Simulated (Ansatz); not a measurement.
# Ga3Sb: the cost of one run

Method: DFT PBE+D3(BJ), scalar-relativistic, plane waves, PAW, in Ansatz 0.2.0.

3 further runs of the same task are left out: 2 that didn't finish, 1 set aside as unsound or not needed.

## (1) Starting point

The structure is tetragonal, space group I4/mmm (No. 139). The conventional cell has a = 4.493 Å, b = 4.493 Å, c = 8.270 Å, α = 90.00°, β = 90.00°, γ = 90.00°. Around Ga (site symmetry -4m2) lie 8 Ga at 3.05 to 3.18 Å and 4 Sb at 3.05 Å. Ga (site symmetry 4/mmm) is surrounded by 8 Ga at 3.05 Å and 4 Sb at 3.18 Å. Sb (site symmetry 4/mmm) is surrounded by 12 Ga at 3.05 to 3.18 Å.

Coordinates:

```xyz
4
Lattice="-2.2464 2.2464 4.1352 2.2464 -2.2464 4.1352 2.2464 2.2464 -4.1352" Properties=species:S:1:pos:R:3 pbc="T T T"
Ga    0.0000    2.2464    2.0676
Ga    2.2464    0.0000    2.0676
Ga    0.0000    0.0000    4.1352
Sb    0.0000    0.0000    0.0000
```

It goes back to an entry of the Materials Project, which need not be the stable form.

It is the result of an earlier relaxation at this level (volume 20.87 Å³/atom; gap on the mesh: none (metal)).

## (2) Static run: bands, density of states and charges

File input.yaml:

```yaml
crystal:
  lattice:
    - [-2.2464493653, 2.2464493653, 4.1351827986]
    - [2.2464493653, -2.2464493653, 4.1351827986]
    - [2.2464493653, 2.2464493653, -4.1351827986]
  atoms:
    - { symbol: Ga, position: [0.75, 0.25, 0.5] }
    - { symbol: Ga, position: [0.25, 0.75, 0.5] }
    - { symbol: Ga, position: [0.5, 0.5, 0.0] }
    - { symbol: Sb, position: [0.0, 0.0, 0.0] }
basis:
  ecutwfc: 420
kpoints:
  mp_grid: { grid: [14, 14, 14] }
  band_path:
    path:
      - [[0.0, 0.0, 0.0], [0.0, 0.0, 0.5], [0.25, 0.25, 0.25], [0.0, 0.5, 0.0], [0.0, 0.0, 0.0], [0.5, 0.5, -0.5], [0.32378088, 0.67621912, -0.32378088]]
      - [[-0.32378088, 0.32378088, 0.32378088], [0.0, 0.0, 0.0]]
      - [[0.0, 0.0, 0.5], [-0.14756177, 0.14756177, 0.5]]
      - [[0.5, 0.5, -0.14756177], [0.5, 0.5, -0.5]]
    npoints: 14
hamiltonian:
  xc: pbe
  dispersion: d3bj
scf:
  occupations: { method: gaussian, width: 0.1 }
  n_extra_bands: 10
output:
  forces: true
  stress: true
  eigenvalues: true
  populations: true
  dos: { projected: true, de: 0.02, nscf_kmesh: { grid: [21, 21, 21] } }
  bader: true
```

The run is started by

```bash
> ansatz run input.yaml --threads 1 --pin off --max-ram 2560MiB --backend cpu --events-out ev --progress --plain --runs-dir out
```

Q: Estimate wall time and peak memory on 1 thread of AMD EPYC 7R43 (Zen 3), shared host.

About 2 min, with a peak of 1.4 GiB.
